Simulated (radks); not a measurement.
# Excited configurations of Pt³⁺

Aim: excitation energies and quantum defects of the outer electron of Pt³⁺, by total-energy differences.

Program: radks (a radial shooting solver on a logarithmic mesh, Libxc functionals) version 1. Level of theory: scalar-relativistic Kohn-Sham, r2SCAN, spin-polarised, spherical densities, finite nucleus; open shells are filled with parallel spins first. These are calculated values, not measurements, unless marked.

### Step 1. What is computed

| Item | Value |
| --- | --- |
| element | platinum (Z = 78) |
| charge | +3 |
| electrons | 75 |
| configuration | [Xe] 4f14 5d7 |
| nuclear rms radius | 5.427 fm |

Outer shells as boxes (Hund's rule):

Pt³⁺
```
[Xe] core
4f [↑↓][↑↓][↑↓][↑↓][↑↓][↑↓][↑↓]
5d [↑↓][↑↓][↑ ][↑ ][↑ ]
```

### Step 2. Ground configuration: [Xe] 4f14 5d7

Input:

```text
Z 78
configuration [Xe] 4f14 5d7
relativity scalar-relativistic
functional r2scan,r2scan
spin polarised
nucleus finite rms 5.427 fm
c 137.035999084
```

Launch:

```console
$ python run_ks.py task.json out
```

All runs below come from this command, one after another.

### Step 3. The ion: [Xe] 4f14 5d6

Input: that of step 2 with these lines changed.

```diff
@@ -1,3 +1,3 @@
 Z 78
-configuration [Xe] 4f14 5d7
+configuration [Xe] 4f14 5d6
 relativity scalar-relativistic
```

### Step 4. Outer electron in 5f: [Xe] 4f14 5d6 5f1

Input: that of step 3 with these lines changed.

```diff
@@ -1,3 +1,3 @@
 Z 78
-configuration [Xe] 4f14 5d6
+configuration [Xe] 4f14 5d6 5f1
 relativity scalar-relativistic
```

### Step 5. Outer electron in 6s: [Xe] 4f14 5d6 6s1

Input: that of step 4 with these lines changed.

```diff
@@ -1,3 +1,3 @@
 Z 78
-configuration [Xe] 4f14 5d6 5f1
+configuration [Xe] 4f14 5d6 6s1
 relativity scalar-relativistic
```

### Step 6. Outer electron in 6p: [Xe] 4f14 5d6 6p1

Input: that of step 5 with these lines changed.

```diff
@@ -1,3 +1,3 @@
 Z 78
-configuration [Xe] 4f14 5d6 6s1
+configuration [Xe] 4f14 5d6 6p1
 relativity scalar-relativistic
```

### Step 7. Outer electron in 6d: [Xe] 4f14 5d6 6d1

Input: that of step 6 with these lines changed.

```diff
@@ -1,3 +1,3 @@
 Z 78
-configuration [Xe] 4f14 5d6 6p1
+configuration [Xe] 4f14 5d6 6d1
 relativity scalar-relativistic
```

### Step 8. Outer electron in 6f: [Xe] 4f14 5d6 6f1

Input: that of step 7 with these lines changed.

```diff
@@ -1,3 +1,3 @@
 Z 78
-configuration [Xe] 4f14 5d6 6d1
+configuration [Xe] 4f14 5d6 6f1
 relativity scalar-relativistic
```

### Step 9. Outer electron in 7s: [Xe] 4f14 5d6 7s1

Input: that of step 8 with these lines changed.

```diff
@@ -1,3 +1,3 @@
 Z 78
-configuration [Xe] 4f14 5d6 6f1
+configuration [Xe] 4f14 5d6 7s1
 relativity scalar-relativistic
```

### Step 10. Outer electron in 7p: [Xe] 4f14 5d6 7p1

Input: that of step 9 with these lines changed.

```diff
@@ -1,3 +1,3 @@
 Z 78
-configuration [Xe] 4f14 5d6 7s1
+configuration [Xe] 4f14 5d6 7p1
 relativity scalar-relativistic
```

### Step 11. Outer electron in 7d: [Xe] 4f14 5d6 7d1

Input: that of step 10 with these lines changed.

```diff
@@ -1,3 +1,3 @@
 Z 78
-configuration [Xe] 4f14 5d6 7p1
+configuration [Xe] 4f14 5d6 7d1
 relativity scalar-relativistic
```

### Step 12. Outer electron in 7f: [Xe] 4f14 5d6 7f1

Input: that of step 11 with these lines changed.

```diff
@@ -1,3 +1,3 @@
 Z 78
-configuration [Xe] 4f14 5d6 7d1
+configuration [Xe] 4f14 5d6 7f1
 relativity scalar-relativistic
```

Q: Predict the outcome of this session. Wanted: for each run, outer orbital; excitation; binding; n*; quantum defect; <r>.

As calculated:

```
outer orbital  excitation (eV)  binding (eV)     n*  quantum defect  <r> (bohr)
           5f           28.707        15.070  3.801           1.199       3.681
           6s            4.341        39.436  2.349           3.651       2.248
           6p           14.774        29.003  2.740           3.260       2.743
           6d           25.537        18.240  3.455           2.545       3.895
           6f           33.884         9.893  4.691           1.309       6.740
           7s           24.965        18.813  3.402           3.598       4.504
           7p           28.466        15.311  3.771           3.229       5.271
           7d           32.870        10.907  4.468           2.532       6.925
           7f           36.932         6.845  5.639           1.361       10.54
```

**Reading.** Binding is E(ion) − E, and n* = 4/√(2·binding) in atomic units. The Δ-SCF energy to the ion that was run is 43.777 eV (NIST's first ionisation energy, to the ion's ground state: 43 eV, theoretical). Mean quantum defects: f 1.29, s 3.62, p 3.24, d 2.54. They fall with l, since high-l orbitals stay out of the core. Self-interaction in the functional shifts them, so they are the method's values and not measured ones. Open shells are spherical and high-spin; term and fine-structure splittings are not resolved. Spin-orbit splitting is averaged out at the scalar-relativistic level.
